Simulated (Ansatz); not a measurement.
Born–Oppenheimer molecular dynamics of a periodic cell of 16 atoms, KCl (surface KCl(110)). It goes on from the last frame of an earlier run, with new velocities.

Level of theory: DFT LDA, scalar-relativistic, plane waves, PAW (Ansatz). Settings: cutoff 420 eV, k mesh 1x2x1, fermi-dirac smearing 0.05 eV, no spin polarisation.

- ensemble: NVE (velocity Verlet)
- time step: 2 fs
- steps asked: 250
- starting velocities drawn for: 750 K
- atoms held: 1, 4, 6, 7
- seed: 270605

Frames 20 fs apart, positions in Å, forces in eV/Å.

Velocities at 140.0 fs (Å/ps):

```
K 0.00 0.00 0.00
Cl -0.61 5.06 4.45
K -3.07 7.22 1.91
Cl 0.00 0.00 0.00
K -4.35 2.52 -2.45
Cl 0.00 0.00 0.00
K 0.00 0.00 0.00
Cl 4.44 1.06 -3.23
K -6.62 -0.29 -2.97
Cl -0.69 1.75 0.61
K 3.45 3.52 3.06
Cl -2.80 -2.85 6.91
K 2.76 -1.24 1.76
Cl -3.55 -0.48 3.36
K -2.45 5.11 -3.25
Cl -3.48 2.54 -1.72
```

```xyz
16
Lattice="8.8866 0.0000 0.0000 0.0000 6.2837 0.0000 0.0000 0.0000 19.6649" Properties=species:S:1:pos:R:3:forces:R:3 time_fs=140.0 energy_less_start_eV=0.332 T=536
K 0.000 0.000 1.000 -0.13 0.10 0.18
Cl 2.157 0.185 3.071 0.72 0.08 -0.46
K 6.304 3.276 2.857 0.81 0.26 0.62
Cl 4.443 3.142 1.000 -0.89 0.10 -0.57
K 2.187 3.499 3.340 -0.05 -0.30 -0.37
Cl 0.000 3.142 1.000 0.03 0.11 0.18
K 4.443 0.000 1.000 -0.05 0.14 0.25
Cl 6.540 0.457 3.131 -0.20 -0.64 -0.40
K 4.441 -0.079 5.664 0.67 0.25 -0.42
Cl 7.344 0.746 7.145 -0.24 -0.09 0.29
K 1.813 2.621 6.983 0.00 0.12 -0.08
Cl -0.598 3.652 4.897 0.79 -0.29 0.29
K 6.923 3.703 7.489 -0.09 0.01 -0.35
Cl 4.628 3.114 5.541 -0.48 0.03 0.05
K 0.025 0.201 4.756 -0.56 0.12 0.70
Cl 2.112 -0.486 7.105 -0.34 -0.02 0.09
16
Lattice="8.8866 0.0000 0.0000 0.0000 6.2837 0.0000 0.0000 0.0000 19.6649" Properties=species:S:1:pos:R:3:forces:R:3 time_fs=160.0 energy_less_start_eV=0.215 T=611
K 0.000 0.000 1.000 -0.07 0.13 0.16
Cl 2.185 0.289 3.133 0.61 -0.06 -0.48
K 6.283 3.428 2.927 0.70 -0.03 0.54
Cl 4.443 3.142 1.000 -0.72 0.11 -0.40
K 2.097 3.535 3.275 -0.02 -0.28 -0.24
Cl 0.000 3.142 1.000 0.01 0.16 0.21
K 4.443 0.000 1.000 -0.05 0.19 0.23
Cl 6.613 0.448 3.042 -0.43 -0.41 -0.49
K 4.342 -0.072 5.585 0.61 0.24 -0.28
Cl 7.317 0.774 7.172 -0.27 -0.20 0.25
K 1.882 2.697 7.040 -0.07 0.08 -0.08
Cl -0.609 3.584 5.043 0.86 -0.07 -0.19
K 6.971 3.680 7.511 -0.27 0.09 -0.10
Cl 4.533 3.107 5.609 -0.30 0.09 -0.09
K -0.051 0.306 4.730 -0.33 -0.03 0.88
Cl 2.025 -0.437 7.076 -0.24 -0.01 0.08
16
Lattice="8.8866 0.0000 0.0000 0.0000 6.2837 0.0000 0.0000 0.0000 19.6649" Properties=species:S:1:pos:R:3:forces:R:3 time_fs=180.0 energy_less_start_eV=0.002 T=748
K 0.000 0.000 1.000 0.05 0.15 0.09
Cl 2.275 0.386 3.144 0.09 -0.20 -0.28
K 6.329 3.577 3.046 0.31 -0.32 0.13
Cl 4.443 3.142 1.000 -0.38 0.17 -0.03
K 2.006 3.543 3.187 0.12 -0.22 -0.10
Cl 0.000 3.142 1.000 -0.05 0.18 0.20
K 4.443 0.000 1.000 -0.10 0.20 0.11
Cl 6.642 0.393 2.903 -0.36 -0.23 -0.23
K 4.301 -0.042 5.480 0.32 0.20 -0.01
Cl 7.260 0.781 7.226 -0.37 -0.28 0.21
K 1.942 2.781 7.090 -0.24 0.03 0.01
Cl -0.529 3.507 5.169 0.78 0.05 -0.53
K 6.992 3.666 7.522 -0.42 0.16 0.14
Cl 4.407 3.110 5.666 0.09 0.17 -0.26
K -0.157 0.410 4.788 0.15 -0.11 0.59
Cl 1.912 -0.387 7.055 0.02 0.05 -0.03
16
Lattice="8.8866 0.0000 0.0000 0.0000 6.2837 0.0000 0.0000 0.0000 19.6649" Properties=species:S:1:pos:R:3:forces:R:3 time_fs=200.0 energy_less_start_eV=0.019 T=738
K 0.000 0.000 1.000 0.19 0.15 -0.03
Cl 2.377 0.462 3.124 -0.29 -0.29 -0.18
K 6.406 3.695 3.179 0.01 -0.59 -0.20
Cl 4.443 3.142 1.000 -0.16 0.24 0.21
K 1.928 3.530 3.088 0.37 -0.14 0.05
Cl 0.000 3.142 1.000 -0.18 0.17 0.11
K 4.443 0.000 1.000 -0.24 0.16 -0.12
Cl 6.634 0.315 2.742 -0.04 0.02 0.32
K 4.292 0.008 5.374 0.09 0.16 0.21
Cl 7.163 0.758 7.303 -0.46 -0.27 0.18
K 1.978 2.867 7.141 -0.43 -0.03 0.18
Cl -0.366 3.436 5.242 0.41 0.21 -0.43
K 6.974 3.667 7.544 -0.36 0.15 0.04
Cl 4.292 3.131 5.696 0.55 0.23 -0.43
K -0.251 0.501 4.902 0.32 -0.27 0.16
Cl 1.801 -0.333 7.032 0.22 0.10 -0.07
16
Lattice="8.8866 0.0000 0.0000 0.0000 6.2837 0.0000 0.0000 0.0000 19.6649" Properties=species:S:1:pos:R:3:forces:R:3 time_fs=220.0 energy_less_start_eV=0.217 T=610
K 0.000 0.000 1.000 0.34 0.15 -0.13
Cl 2.449 0.508 3.083 -0.50 -0.33 -0.14
K 6.486 3.756 3.295 -0.13 -0.76 -0.35
Cl 4.443 3.142 1.000 -0.07 0.26 0.31
K 1.887 3.503 2.995 0.66 -0.06 0.21
Cl 0.000 3.142 1.000 -0.36 0.13 -0.03
K 4.443 0.000 1.000 -0.40 0.11 -0.37
Cl 6.621 0.237 2.614 0.21 0.24 0.79
K 4.293 0.074 5.287 -0.02 0.12 0.34
Cl 7.017 0.707 7.399 -0.44 -0.19 0.06
K 1.975 2.952 7.210 -0.27 -0.05 0.22
Cl -0.159 3.387 5.269 -0.12 0.41 -0.21
K 6.921 3.683 7.569 -0.21 0.08 -0.18
Cl 4.234 3.178 5.681 0.69 0.24 -0.40
K -0.315 0.566 5.034 0.28 -0.47 -0.13
Cl 1.712 -0.267 7.002 0.34 0.12 0.02
16
Lattice="8.8866 0.0000 0.0000 0.0000 6.2837 0.0000 0.0000 0.0000 19.6649" Properties=species:S:1:pos:R:3:forces:R:3 time_fs=240.0 energy_less_start_eV=0.301 T=556
K 0.000 0.000 1.000 0.42 0.14 -0.19
Cl 2.467 0.518 3.028 -0.57 -0.35 -0.07
K 6.554 3.742 3.376 -0.15 -0.72 -0.44
Cl 4.443 3.142 1.000 -0.02 0.25 0.32
K 1.909 3.469 2.921 0.80 0.00 0.27
Cl 0.000 3.142 1.000 -0.47 0.11 -0.12
K 4.443 0.000 1.000 -0.41 0.08 -0.48
Cl 6.629 0.185 2.570 0.24 0.29 1.00
K 4.293 0.151 5.233 -0.06 0.08 0.35
Cl 6.824 0.635 7.502 -0.29 -0.10 -0.12
K 1.948 3.032 7.298 0.16 -0.03 0.11
Cl 0.035 3.381 5.272 -0.55 0.41 -0.15
K 6.846 3.707 7.577 -0.15 0.00 -0.28
Cl 4.248 3.250 5.625 0.50 0.20 -0.16
K -0.353 0.586 5.153 0.09 -0.45 -0.26
Cl 1.661 -0.189 6.974 0.47 0.10 0.21
16
Lattice="8.8866 0.0000 0.0000 0.0000 6.2837 0.0000 0.0000 0.0000 19.6649" Properties=species:S:1:pos:R:3:forces:R:3 time_fs=260.0 energy_less_start_eV=0.128 T=668
K 0.000 0.000 1.000 0.39 0.13 -0.16
Cl 2.425 0.490 2.964 -0.47 -0.36 0.03
K 6.608 3.659 3.413 -0.11 -0.53 -0.54
Cl 4.443 3.142 1.000 0.03 0.22 0.29
K 2.007 3.436 2.873 0.62 0.04 0.21
Cl 0.000 3.142 1.000 -0.41 0.12 -0.05
K 4.443 0.000 1.000 -0.20 0.07 -0.37
Cl 6.660 0.163 2.631 0.05 0.21 0.92
K 4.286 0.235 5.213 -0.10 0.03 0.27
Cl 6.600 0.551 7.591 -0.09 -0.01 -0.27
K 1.935 3.108 7.397 0.37 -0.01 -0.07
Cl 0.172 3.419 5.258 -0.71 0.21 -0.10
K 6.756 3.731 7.559 -0.13 -0.06 -0.28
Cl 4.317 3.343 5.551 0.28 0.12 0.05
K -0.382 0.563 5.247 -0.09 -0.25 -0.32
Cl 1.660 -0.101 6.970 0.57 0.08 0.38
16
Lattice="8.8866 0.0000 0.0000 0.0000 6.2837 0.0000 0.0000 0.0000 19.6649" Properties=species:S:1:pos:R:3:forces:R:3 time_fs=280.0 energy_less_start_eV=-0.184 T=868
K 0.000 0.000 1.000 0.21 0.10 -0.05
Cl 2.333 0.422 2.905 -0.24 -0.31 0.11
K 6.651 3.523 3.398 -0.01 -0.30 -0.59
Cl 4.443 3.142 1.000 0.15 0.16 0.19
K 2.165 3.406 2.846 0.18 0.05 0.19
Cl 0.000 3.142 1.000 -0.24 0.12 0.08
K 4.443 0.000 1.000 0.02 0.08 -0.14
Cl 6.697 0.163 2.791 -0.15 0.11 0.58
K 4.270 0.323 5.220 -0.12 -0.03 0.17
Cl 6.366 0.467 7.652 0.08 0.09 -0.34
K 1.955 3.185 7.489 0.31 0.03 -0.30
Cl 0.235 3.479 5.234 -0.62 0.02 0.06
K 6.654 3.750 7.513 -0.07 -0.10 -0.23
Cl 4.416 3.449 5.482 0.06 0.01 0.11
K -0.418 0.515 5.311 -0.02 -0.13 -0.22
Cl 1.719 -0.003 7.005 0.46 0.10 0.37
16
Lattice="8.8866 0.0000 0.0000 0.0000 6.2837 0.0000 0.0000 0.0000 19.6649" Properties=species:S:1:pos:R:3:forces:R:3 time_fs=300.0 energy_less_start_eV=-0.327 T=961
K 0.000 0.000 1.000 -0.04 0.07 0.06
Cl 2.215 0.322 2.856 0.08 -0.17 0.16
K 6.694 3.358 3.326 0.08 -0.05 -0.51
Cl 4.443 3.142 1.000 0.37 0.08 -0.01
K 2.340 3.380 2.839 -0.36 0.02 0.32
Cl 0.000 3.142 1.000 -0.11 0.11 0.15
K 4.443 0.000 1.000 0.11 0.09 0.07
Cl 6.718 0.175 3.011 -0.31 -0.01 0.03
K 4.242 0.407 5.245 -0.10 -0.09 0.09
Cl 6.141 0.393 7.676 0.21 0.18 -0.31
K 2.006 3.264 7.551 0.19 0.06 -0.45
Cl 0.231 3.541 5.218 -0.45 -0.10 0.20
K 6.545 3.759 7.446 0.10 -0.14 -0.07
Cl 4.521 3.556 5.423 -0.21 -0.10 -0.02
K -0.454 0.454 5.355 0.26 -0.08 0.08
Cl 1.827 0.106 7.078 0.18 0.11 0.21
16
Lattice="8.8866 0.0000 0.0000 0.0000 6.2837 0.0000 0.0000 0.0000 19.6649" Properties=species:S:1:pos:R:3:forces:R:3 time_fs=320.0 energy_less_start_eV=-0.153 T=848
K 0.000 0.000 1.000 -0.27 0.03 0.05
Cl 2.106 0.204 2.826 0.42 0.00 0.25
K 6.744 3.188 3.206 0.07 0.24 -0.28
Cl 4.443 3.142 1.000 0.57 0.01 -0.25
K 2.479 3.357 2.864 -0.77 0.01 0.50
Cl 0.000 3.142 1.000 -0.02 0.08 0.14
K 4.443 0.000 1.000 0.09 0.07 0.21
Cl 6.706 0.186 3.235 -0.47 -0.15 -0.53
K 4.204 0.482 5.277 -0.06 -0.13 -0.04
Cl 5.938 0.338 7.667 0.36 0.23 -0.19
K 2.076 3.349 7.569 0.09 0.08 -0.49
Cl 0.176 3.593 5.222 -0.29 -0.17 0.27
K 6.447 3.754 7.372 0.37 -0.15 0.19
Cl 4.603 3.652 5.359 -0.53 -0.21 -0.33
K -0.465 0.385 5.407 0.52 -0.02 0.41
Cl 1.956 0.226 7.176 -0.10 0.08 0.11
16
Lattice="8.8866 0.0000 0.0000 0.0000 6.2837 0.0000 0.0000 0.0000 19.6649" Properties=species:S:1:pos:R:3:forces:R:3 time_fs=340.0 energy_less_start_eV=0.047 T=719
K 0.000 0.000 1.000 -0.39 0.00 -0.01
Cl 2.041 0.086 2.823 0.59 0.13 0.32
K 6.800 3.042 3.058 -0.05 0.49 0.01
Cl 4.443 3.142 1.000 0.54 -0.03 -0.30
K 2.546 3.335 2.937 -0.81 0.00 0.45
Cl 0.000 3.142 1.000 0.09 0.03 0.04
K 4.443 0.000 1.000 0.04 0.04 0.29
Cl 6.645 0.180 3.405 -0.40 -0.25 -0.70
K 4.160 0.544 5.305 -0.01 -0.15 -0.25
Cl 5.776 0.307 7.639 0.56 0.19 0.00
K 2.155 3.441 7.540 0.04 0.10 -0.45
Cl 0.090 3.626 5.255 -0.15 -0.26 0.29
K 6.384 3.736 7.316 0.44 -0.14 0.26
Cl 4.629 3.725 5.262 -0.63 -0.27 -0.40
K -0.426 0.314 5.496 0.47 0.08 0.38
Cl 2.073 0.355 7.286 -0.34 0.03 0.06
16
Lattice="8.8866 0.0000 0.0000 0.0000 6.2837 0.0000 0.0000 0.0000 19.6649" Properties=species:S:1:pos:R:3:forces:R:3 time_fs=360.0 energy_less_start_eV=0.105 T=682
K 0.000 0.000 1.000 -0.32 -0.02 0.04
Cl 2.037 -0.018 2.853 0.48 0.25 0.29
K 6.850 2.942 2.912 -0.30 0.54 0.35
Cl 4.443 3.142 1.000 0.33 -0.04 -0.16
K 2.534 3.312 3.052 -0.64 -0.06 0.07
Cl 0.000 3.142 1.000 0.28 0.02 -0.14
K 4.443 0.000 1.000 0.00 0.00 0.35
Cl 6.543 0.148 3.501 -0.05 -0.20 -0.57
K 4.116 0.591 5.308 0.01 -0.16 -0.38
Cl 5.674 0.297 7.609 0.72 0.10 0.13
K 2.239 3.543 7.467 0.02 0.11 -0.36
Cl -0.012 3.631 5.321 -0.01 -0.34 0.27
K 6.361 3.703 7.282 0.22 -0.11 0.03
Cl 4.590 3.769 5.126 -0.39 -0.29 0.00
K -0.344 0.252 5.620 0.14 0.22 0.07
Cl 2.154 0.488 7.402 -0.48 -0.02 0.00
```

Of the whole run (500 fs, mean temperature of the second half 698 K): The conserved energy stayed within 0.02 meV per atom of its start (net change 0.016 meV per atom), so the integration is sound. A run of 0.5 ps of so small a system gives no equilibrium averages. Limits of this set-up: coarse k mesh, thin slab, slab without dipole correction.

Run time: 16 min on 1 thread of Intel(R) Xeon(R) Platinum 8375C CPU @ 2.90GHz (Ice Lake), on a shared host, peak memory 1.1 GiB.
